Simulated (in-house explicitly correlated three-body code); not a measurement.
**Two electrons around a charge of +14 under Yukawa screening of 2.1 per bohr: exact states**

One table from this session's results is given with a row withheld; the runs are named, their logs left out.

The numbers are computed with in-house explicitly correlated three-body code version 1 (two electrons, non-relativistic, variational in exponentially correlated functions), except any that are marked as measured or tabulated.

### The system

```
charge of the centre : +14
mass of the centre   : infinite
interactions         : Yukawa, exp(−2.1 r)/r, between all pairs
basis                : 260 functions exp(−a r1 − b r2 − g r12) a state, exponent ranges optimised
units                : hartree and bohr; relativity and QED are left out
```

The first run:

Settings:

```ini
Z = 14.0
screening = 2.1
interaction_strength = 1.0
functions = 260
states_tried = 13
```

Started as:

```bash
$ python run_hyl.py task.json out
```

One of the session's tables, all rows but one given; the rest of the session is left out.

It belongs to the step «Levels». 

| state | binding (eV) | excitation (eV) | ⟨r12⟩ (bohr) |
| --- | --- | --- | --- |
| 1 ¹S | 1768.03 | 0 | 0.1650 |
| 2 ³S | 119.970 | 1648.06 | 0.5616 |
| 2 ¹S | 110.180 | 1657.85 | 0.5764 |
| 2 ³P | ? | ? | ? |
| 2 ¹P | 73.5561 | 1694.48 | 0.5253 |

Q: Estimate the row for 2 ³P from the others.

The run gave: binding (eV): 79.5000; excitation (eV): 1688.53; ⟨r12⟩ (bohr): 0.5208. In the column «binding (eV)» it lies between 2 ¹P (73.5561) and 2 ¹S (110.180).
